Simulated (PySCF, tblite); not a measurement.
# AlGe2H8NO3, a small molecule taken as a stand-in for a surface group (germanium nitride N site): NMR shifts, core binding energies and electronic excitations

Aim: the NMR shifts, core binding energies and electronic excitations of `[OH][Al]([OH])[O][N]([GeH3])[GeH3]`.

Programs: tblite 0.8.0 and PySCF 2.14.0. All values are calculated, for the isolated system unless a continuum is named. Atoms count from 0, parts from 1.

## 1. Starting point

15 atoms, charge 0, multiplicity 1; geometry: distance geometry start.

## 2. Relaxing the cluster with GFN2-xTB

The job: settings as JSON, then the geometry in Å.

```
{"job": {"kind": "relax", "xc": "GFN2-xTB", "basis": "xTB"}, "charge": 0, "multiplicity": 1}
Ge    -1.786234     1.872132    -0.295383
N     -1.056632     0.236619     0.347637
Ge     0.864485     0.139894     0.425468
O     -1.699933    -0.905859    -0.029440
Al    -0.965973    -2.190710    -1.172605
O     -0.647916    -1.664060    -2.937443
O      0.334923    -3.359897    -0.399150
H     -1.334614     2.116805    -1.710821
H     -1.300660     3.018330     0.575070
H     -3.271170     1.813612    -0.261356
H      1.415345     1.499101     0.724224
H      1.377671    -0.349523    -0.905429
H      1.269518    -0.812327     1.536563
H     -0.367818    -0.787542    -3.213812
H      1.132574    -3.038890    -0.003896
```

Method: GFN2-xTB geometry optimisation, gas phase.

On the command line:

```bash
> OMP_NUM_THREADS=1 python cluster_run.py task.json out
```

One launch serves the whole session: the jobs run in the order shown.

The program printed:

```text
step      E/eV     max force
  0    -657.67476    3.241
  1    -658.14044    2.465
  2    -658.74465    1.792
  3    -658.90808    1.763
  4    -659.06841    0.940
  5    -659.10996    0.602
  6    -659.13067    0.770
  7    -659.17892    0.668
  8    -659.21567    0.822
  9    -659.25468    0.567
 10    -659.28455    0.355
 11    -659.30875    0.397
 12    -659.33489    0.475
 13    -659.36820    0.531
 14    -659.39128    0.440
 15    -659.39016    0.986
 16    -659.41716    0.298
 17    -659.42957    0.278
 18    -659.44963    0.395
 19    -659.46167    0.387
 20    -659.47307    0.395
 21    -659.48223    0.270
 22    -659.49330    0.348
 23    -659.50755    0.440
 24    -659.51405    0.840
 25    -659.52951    0.187
 26    -659.53413    0.165
 27    -659.53810    0.181
 28    -659.54368    0.255
 29    -659.55303    0.282
 30    -659.56349    0.352
 31    -659.57220    0.306
 32    -659.57563    0.387
 33    -659.57678    0.375
 34    -659.58029    0.104
 35    -659.58181    0.096
 36    -659.58723    0.146
 37    -659.59039    0.184
 38    -659.59385    0.165
 39    -659.59644    0.134
 40    -659.59906    0.146
 41    -659.60178    0.161
 42    -659.60535    0.152
 43    -659.60834    0.145
 44    -659.61071    0.119
 45    -659.61255    0.120
 46    -659.61425    0.104
 47    -659.61550    0.074
 48    -659.61640    0.071
 49    -659.61738    0.102
 50    -659.61891    0.140
 51    -659.62147    0.201
 52    -659.62558    0.209
 53    -659.62847    0.126
 54    -659.63079    0.112
 55    -659.63324    0.127
 56    -659.63741    0.183
 57    -659.64273    0.202
 58    -659.64780    0.164
 59    -659.65076    0.254
 60    -659.65440    0.149
 61    -659.65740    0.203
 62    -659.66394    0.192
 63    -659.66855    0.324
 64    -659.67299    0.176
 65    -659.67795    0.267
 66    -659.68321    0.272
 67    -659.68884    0.289
 68    -659.69298    0.166
 69    -659.69986    0.228
 70    -659.70356    0.262
 71    -659.70989    0.230
 72    -659.71358    0.137
 73    -659.71544    0.142
 74    -659.71707    0.105
 75    -659.71809    0.089
 76    -659.72028    0.122
 77    -659.72186    0.086
 78    -659.72437    0.111
 79    -659.72629    0.100
 80    -659.72756    0.077
 81    -659.72854    0.072
 82    -659.72972    0.108
 83    -659.73134    0.119
 84    -659.73301    0.080
 85    -659.73434    0.126
 86    -659.73569    0.111
 87    -659.73718    0.111
 88    -659.73883    0.101
 89    -659.74018    0.069
 90    -659.74124    0.131
 91    -659.74226    0.087
 92    -659.74353    0.085
 93    -659.74488    0.128
 94    -659.74661    0.133
 95    -659.74916    0.164
 96    -659.75238    0.178
 97    -659.75507    0.139
 98    -659.75655    0.116
 99    -659.75784    0.096
100    -659.75915    0.153
101    -659.76179    0.090
102    -659.76472    0.145
103    -659.76850    0.145
104    -659.77157    0.252
105    -659.77426    0.256
106    -659.77655    0.227
107    -659.77881    0.207
108    -659.78071    0.096
109    -659.78236    0.104
110    -659.78414    0.099
111    -659.78542    0.110
112    -659.78746    0.106
113    -659.78913    0.089
114    -659.79055    0.082
115    -659.79152    0.074
116    -659.79243    0.088
117    -659.79346    0.102
118    -659.79467    0.094
119    -659.79573    0.074
120    -659.79639    0.073
121    -659.79691    0.049
122    -659.79747    0.064
123    -659.79804    0.052
124    -659.79847    0.045
125    -659.79877    0.051
126    -659.79905    0.051
127    -659.79946    0.068
128    -659.80017    0.092
129    -659.80111    0.096
130    -659.80194    0.081
131    -659.80247    0.079
132    -659.80283    0.063
133    -659.80314    0.036
134    -659.80341    0.038
135    -659.80368    0.054
136    -659.80392    0.040
137    -659.80411    0.056
138    -659.80427    0.024
139    -659.80443    0.024
140    -659.80458    0.031
141    -659.80472    0.031
142    -659.80487    0.035
143    -659.80504    0.032
144    -659.80530    0.045
145    -659.80564    0.057
146    -659.80601    0.054
147    -659.80633    0.045
148    -659.80658    0.043
149    -659.80679    0.033
150    -659.80701    0.035
151    -659.80724    0.042
152    -659.80751    0.044
153    -659.80783    0.049
154    -659.80817    0.049
155    -659.80844    0.040
156    -659.80861    0.031
157    -659.80871    0.029
158    -659.80881    0.024
159    -659.80890    0.030
160    -659.80898    0.021
161    -659.80903    0.019
162    -659.80908    0.017
163    -659.80914    0.021
164    -659.80921    0.022
165    -659.80929    0.021
166    -659.80937    0.021
167    -659.80943    0.024
168    -659.80950    0.027
169    -659.80956    0.021
170    -659.80961    0.021
171    -659.80967    0.018
172    -659.80972    0.021
173    -659.80979    0.025
174    -659.80983    0.023
175    -659.80986    0.017
176    -659.80988    0.013
177    -659.80990    0.013
178    -659.80992    0.017
179    -659.80993    0.016
180    -659.80994    0.011
181    -659.80995    0.007
```

Wall time 4 s (1 thread of Arm Neoverse V1, shared host).

Step by step:

```csv
step,energy from step 0 (eV),largest force (eV/Å)
0,0.0000,3.2416
7,-1.5042,0.6681
14,-1.7165,0.4399
21,-1.8075,0.2698
28,-1.8689,0.2551
35,-1.9071,0.0965
42,-1.9306,0.1522
49,-1.9426,0.1027
56,-1.9627,0.1828
63,-1.9938,0.3237
70,-2.0288,0.2622
77,-2.0471,0.0858
84,-2.0583,0.0806
91,-2.0675,0.0879
98,-2.0818,0.1165
105,-2.0995,0.2563
112,-2.1127,0.1060
119,-2.1210,0.0730
126,-2.1243,0.0515
133,-2.1284,0.0360
140,-2.1298,0.0307
147,-2.1316,0.0454
154,-2.1334,0.0492
161,-2.1343,0.0190
168,-2.1347,0.0267
175,-2.1351,0.0178
181,-2.1352,0.0062
```

Close pairs (by a distance rule), those that changed most:

```csv
bond,before (Å),after (Å),change (Å)
Al4–O6,1.912,1.664,-0.249
Al4–O5,1.869,1.649,-0.220
O3–Al4,1.870,1.674,-0.196
N1–Ge2,1.925,1.823,-0.102
Ge0–N1,1.903,1.825,-0.078
N1–O3,1.364,1.442,+0.078
Ge0–H8,1.519,1.496,-0.023
Ge0–H9,1.486,1.506,+0.020
```

## 3. Geometry optimisation at PBE0-D3(BJ)/def2-SVP

The job: settings as JSON, then the geometry in Å.

```
{"job": {"xc": "PBE0", "basis": "def2-SVP", "d3": "d3bj", "grid": 2, "kind": "geom", "shake": 0.01}, "charge": 0, "multiplicity": 1}
Ge    -1.331972     2.032628     0.354615
N      0.108923     1.008886     0.054088
Ge     1.312592     0.413304     1.264403
O     -0.276441     0.073467    -0.953080
Al     0.004274    -1.566799    -1.158857
O     -0.575085    -2.312349    -2.496551
O      0.878741    -2.328428     0.051176
H     -1.719234     2.592030    -1.001877
H     -0.947994     3.148334     1.317121
H     -2.500871     1.250098     0.914725
H      1.684764     1.674717     2.012288
H      2.495345    -0.100509     0.482771
H      0.779389    -0.594802     2.235426
H     -1.066022    -2.084914    -3.271440
H      1.142666    -3.231035     0.209862
```

The program printed:

```text
step   0  E = -4679.99382101  max force = 0.021553
step   1  E = -4680.00140902  max force = 0.005656
step   2  E = -4680.00222525  max force = 0.001951
step   3  E = -4680.00233474  max force = 0.001852
step   4  E = -4680.00248190  max force = 0.002062
step   5  E = -4680.00256785  max force = 0.001811
step   6  E = -4680.00260786  max force = 0.001129
step   7  E = -4680.00265271  max force = 0.000999
step   8  E = -4680.00253563  max force = 0.004979
step   9  E = -4680.00272973  max force = 0.003211
step  10  E = -4680.00278156  max force = 0.003415
step  11  E = -4680.00283620  max force = 0.001188
step  12  E = -4680.00290980  max force = 0.000963
step  13  E = -4680.00294349  max force = 0.000875
step  14  E = -4680.00299967  max force = 0.000957
step  15  E = -4680.00303896  max force = 0.001255
step  16  E = -4680.00305915  max force = 0.001205
step  17  E = -4680.00307691  max force = 0.000727
step  18  E = -4680.00309309  max force = 0.000571
step  19  E = -4680.00310847  max force = 0.000709
step  20  E = -4680.00317918  max force = 0.001627
step  21  E = -4680.00321148  max force = 0.004511
step  22  E = -4680.00309000  max force = 0.006185
step  23  E = -4680.00363341  max force = 0.004307
step  24  E = -4680.00415859  max force = 0.003460
step  25  E = -4680.00466657  max force = 0.002032
step  26  E = -4680.00432685  max force = 0.003739
step  27  E = -4680.00514707  max force = 0.002691
step  28  E = -4680.00536912  max force = 0.002109
step  29  E = -4680.00550072  max force = 0.001617
step  30  E = -4680.00565427  max force = 0.001294
step  31  E = -4680.00573561  max force = 0.000996
step  32  E = -4680.00586334  max force = 0.001221
step  33  E = -4680.00602203  max force = 0.000952
step  34  E = -4680.00639117  max force = 0.002138
step  35  E = -4680.00448284  max force = 0.015096
step  36  E = -4680.00669270  max force = 0.004829
step  37  E = -4680.00663261  max force = 0.005292
step  38  E = -4680.00737646  max force = 0.003643
step  39  E = -4680.00750217  max force = 0.002026
step  40  E = -4680.00756515  max force = 0.001725
step  41  E = -4680.00768789  max force = 0.000792
step  42  E = -4680.00773304  max force = 0.001117
step  43  E = -4680.00774863  max force = 0.000754
step  44  E = -4680.00775888  max force = 0.000467
step  45  E = -4680.00776324  max force = 0.000222
optimisation converged
```

Wall time 24 min (1 thread of Arm Neoverse V1, shared host); peak memory 0.99 GiB.

The steps of the relaxation: (not every step is listed) (the energy doesn't fall at every step)

```csv
step,energy from step 0 (eV),largest force component (eV/Å)
0,0.0000,1.1083
1,-0.2065,0.2908
2,-0.2287,0.1003
3,-0.2317,0.0952
4,-0.2357,0.1060
5,-0.2380,0.0931
6,-0.2391,0.0581
7,-0.2403,0.0514
8,-0.2371,0.2560
11,-0.2453,0.0611
14,-0.2498,0.0492
17,-0.2519,0.0374
20,-0.2546,0.0837
23,-0.2670,0.2215
26,-0.2859,0.1923
29,-0.3178,0.0831
32,-0.3277,0.0628
35,-0.2901,0.7763
38,-0.3689,0.1873
40,-0.3740,0.0887
41,-0.3773,0.0407
42,-0.3786,0.0574
43,-0.3790,0.0388
44,-0.3793,0.0240
45,-0.3794,0.0114
```

Distances of close pairs at the start and the end, largest changes first:

```csv
bond,before (Å),after (Å),change (Å)
Ge0–N1,1.793,1.851,+0.058
Al4–O5,1.637,1.694,+0.057
O3–Al4,1.677,1.730,+0.053
N1–Ge2,1.808,1.851,+0.043
Ge2–H12,1.498,1.541,+0.043
Ge2–H11,1.508,1.544,+0.036
Ge0–H9,1.514,1.541,+0.027
Ge0–H7,1.518,1.544,+0.026
```

The next job starts from the end point, and lists it.

```csv
at the end point,value
point group (found at 0.08 Å tolerance),C1
"rotational constants (GHz, main isotopes)","0.981, 0.631, 0.441"
dipole moment (D),0.65
```

## 4. NMR shieldings: PBE0/pcSseg-1

The job: settings as JSON, then the geometry in Å.

```
{"job": {"kind": "nmr", "xc": "PBE0", "basis": "pcSseg-1"}, "charge": 0, "multiplicity": 1}
Ge    -1.818056     1.197242     0.557670
N     -0.119967     0.463942     0.500050
Ge     1.372910     1.111341     1.382178
O      0.226114     0.212468    -0.869915
Al     0.301503    -1.470497    -1.262809
O      0.638857    -1.868623    -2.874843
O      0.069085    -2.689003    -0.114816
H     -1.915017     2.495715    -0.271647
H     -2.138895     1.462088     2.038431
H     -2.761130     0.136508    -0.042456
H      0.958406     1.342493     2.844852
H      1.905357     2.413147     0.744533
H      2.445570     0.012352     1.260371
H      0.776946    -1.230714    -3.576161
H      0.119008    -3.618557    -0.343828
```

With the program's defaults for keys left out, this is: GIAO PBE0/pcSseg-1 NMR shielding, non-relativistic, gas phase.

The program printed:

```text
coarse grid: 61624 points
cycle   1  E = -4680.0134961288  dE = -7.886e-01  |g| = 1.677e+00  |ddm| = 3.839e+00
cycle   2  E = -4679.5868038165  dE =  4.267e-01  |g| = 2.207e+00  |ddm| = 2.079e+00
cycle   3  E = -4680.3297704409  dE = -7.430e-01  |g| = 2.958e-01  |ddm| = 1.453e+00
cycle   4  E = -4680.3431877467  dE = -1.342e-02  |g| = 1.005e-01  |ddm| = 1.977e-01
cycle   5  E = -4680.3441864755  dE = -9.987e-04  |g| = 3.646e-02  |ddm| = 6.634e-02
cycle   6  E = -4680.3444086792  dE = -2.222e-04  |g| = 7.406e-03  |ddm| = 2.221e-02
cycle   7  E = -4680.3444168073  dE = -8.128e-06  |g| = 1.716e-03  |ddm| = 6.601e-03
final grid: 125560 points
cycle   8  E = -4680.3444286223  dE =  1.189e-06  |g| = 2.924e-03  |ddm| = 4.136e-03
cycle   9  E = -4680.3444241681  dE =  4.454e-06  |g| = 5.385e-03  |ddm| = 6.807e-03
cycle  10  E = -4680.3444305425  dE = -6.374e-06  |g| = 2.806e-04  |ddm| = 4.274e-03
cycle  11  E = -4680.3444305551  dE = -1.256e-08  |g| = 6.108e-05  |ddm| = 1.961e-04
cycle  12  E = -4680.3444305558  dE = -7.276e-10  |g| = 1.626e-05  |ddm| = 5.245e-05
converged SCF energy = -4680.3444305558

GIAO shielding tensors (ppm)
atom      isotropic    diamagn.    paramagn.     s11        s22        s33       span
  0 Ge    1453.893    2755.561   -1301.668   1295.096   1418.942   1647.640    352.544
  1 N      141.373     324.538    -183.166     46.244     79.019    298.855    252.612
  2 Ge    1452.461    2755.555   -1303.094   1294.778   1415.476   1647.129    352.351
  3 O      228.657     394.958    -166.301    163.972    225.707    296.292    132.320
  4 Al     466.292     797.867    -331.575    414.666    474.919    509.293     94.627
  5 O      322.919     389.802     -66.882    299.985    308.273    360.501     60.516
  6 O      332.759     387.642     -54.883    310.192    326.309    361.777     51.585
  7 H       26.333      28.173      -1.840     19.848     22.193     36.958     17.110
  8 H       26.600      28.265      -1.665     19.806     22.844     37.151     17.344
  9 H       26.622      28.870      -2.248     19.830     23.410     36.626     16.795
 10 H       26.599      28.270      -1.671     19.842     22.794     37.161     17.319
 11 H       26.328      28.152      -1.824     19.814     22.202     36.968     17.154
 12 H       26.616      28.849      -2.232     19.788     23.519     36.541     16.754
 13 H       29.947      32.390      -2.443     21.427     24.351     44.064     22.636
 14 H       30.080      30.513      -0.433     21.755     23.390     45.095     23.340
```

Wall time 73 s (1 thread of Arm Neoverse V1, shared host); peak memory 1.2 GiB.

The references, computed at this level on geometries of the same kind, shield at (ppm): 1H TMS 31.27, 15N NH3 265.7, 17O H2O 334.6, 73Ge GeMe4 1330, 27Al AlH4- 489.3. Their shielding less the atom's gives the shift. The references are single molecules in the gas phase, so shifts against H2O, NH3, PH3, H3PO4 or CFCl3 are not on the usual liquid scales and can be off by tens of ppm. Shifts against hydride references such as AlH4− lie on their own scale.

```csv
atoms,environment,σ (ppm),δ (ppm)
H11,hydrogen on a germanium bonded to N,26.33,4.94
H7,hydrogen on a germanium bonded to N,26.33,4.93
H10,hydrogen on a germanium bonded to N,26.60,4.67
H8,hydrogen on a germanium bonded to N,26.60,4.67
H12,hydrogen on a germanium bonded to N,26.62,4.65
H9,hydrogen on a germanium bonded to N,26.62,4.65
H13,hydrogen on an oxygen bonded to Al,29.95,1.32
H14,hydrogen on an oxygen bonded to Al,30.08,1.19
Ge2,"germanium bonded to N, 3 H",1452,-122
Ge0,"germanium bonded to N, 3 H",1454,-124
N1,"nitrogen bonded to 2 Ge, O",141.4,124.3
O3,"oxygen bonded to Al, N",228.7,105.9
O5,"oxygen bonded to Al, H",322.9,11.6
O6,"oxygen bonded to Al, H",332.8,1.8
Al4,aluminium bonded to 3 O,466.3,23.0
```

Charges from the same density, by scheme (e):

```csv
atoms,Mulliken,IAO,Hirshfeld,ESP fit
Ge0,0.48,0.60,0.33,0.25
N1,-0.74,-0.52,-0.21,-0.19
Ge2,0.48,0.60,0.33,0.24
O3,-0.60,-0.61,-0.27,-0.57
Al4,1.28,1.39,0.68,1.41
O5,-0.65,-0.82,-0.40,-0.93
O6,-0.65,-0.81,-0.39,-0.93
```

Mayer bond orders: Ge0–N1 0.77, N1–Ge2 0.77, N1–O3 0.83, O3–Al4 0.82, Al4–O5 0.98, Al4–O6 0.99.

Orbitals, density, ELF and potential are computed afterwards from the orbital file.

Frontier orbitals at PBE0/pcSseg-1, with the share of their density that lies nearest to each atom:

```csv
orbital,energy (eV),lies on
HOMO,-6.40,N1 58 %; O3 21 %
LUMO,-0.56,"Al4 27 %; O3, O5, O6 about 12 % each; H13, H14 about 8 % each"
```

ELF in a plane through or near 5 of the atoms.

Ten even steps from ' ' (0.00) to '@' (1.00):
```
                                                        
                                                        
                          ..++++::                      
                        ==@@@@@@%%::                    
                        %%@@@@@@@@--..                  
                        ##@@@@@@**::::--==--..          
                          ++%%--==##::++%%##==          
                            ::..++##--==%%##==          
        ..::::..      ::::..++##==::::--==--..          
      ..--==--..--####..++--++::##++..                  
      ::======::--####..++--++::##++..                  
      ..--====--      --==..==##==::::--==--..          
          ........    ..    ....++##----##**--          
                          --##::++**----++==::          
                        ++@@@@@@==::::::::..            
                        **@@@@@@##--..                  
                        ::%%@@@@++..                    
                            --::..                      
                                                        
                                                        
```
The map spans 11.9 Å across and 10.6 Å up, centred on the molecule. Atoms in the plane (x, y in Å): Ge0 (1.5, -1.6), N1 (0.7, 0.0), Ge2 (1.5, 1.6), Al4 (-2.0, 0.0), H12 (0.5, 2.7).

log10 of the density (e/Å³) in the same plane.

Ten even steps from ' ' (-4.0) to '@' (1.8):
```
                                                        
                          ..........                    
                      ....::------::::....              
                    ..::--==========----::::..          
                    ..::--==****++++====--::::..        
              ......::::==++********++++====--::..      
        ....::::::::::----==****%%@@##**++==--::..      
      ..::----==============++**%%@@##**++==--::..      
    ..----====++++++++++++++**********++====--::..      
    ::--==++++++##@@%%******##%%##**++==----::..        
    ::--==++++++##@@%%******##%%##**++==----::..        
    ::--====++++++++++++++++**********++====--::..      
    ..::----================++**%%@@##**++==--::..      
        ..::::::::::::----==++**%%@@##**++==--::..      
            ........::::--==********++++==----::..      
                    ..::--==++++++======--::::..        
                      ..::--======------::::..          
                        ..::----::::::....              
                          ..........                    
                                                        
```
The map spans 11.9 Å across and 10.6 Å up, centred on the molecule. Atoms in the plane (x, y in Å): Ge0 (1.5, -1.6), N1 (0.7, 0.0), Ge2 (1.5, 1.6), Al4 (-2.0, 0.0), H12 (0.5, 2.7).

On the surface of density 0.002 e/bohr³ the electrostatic potential runs, from the 1st to the 99th percentile, from -1.68 V near O6 to 2.74 V near Al4.

(Part 1 of 2 ends here.)
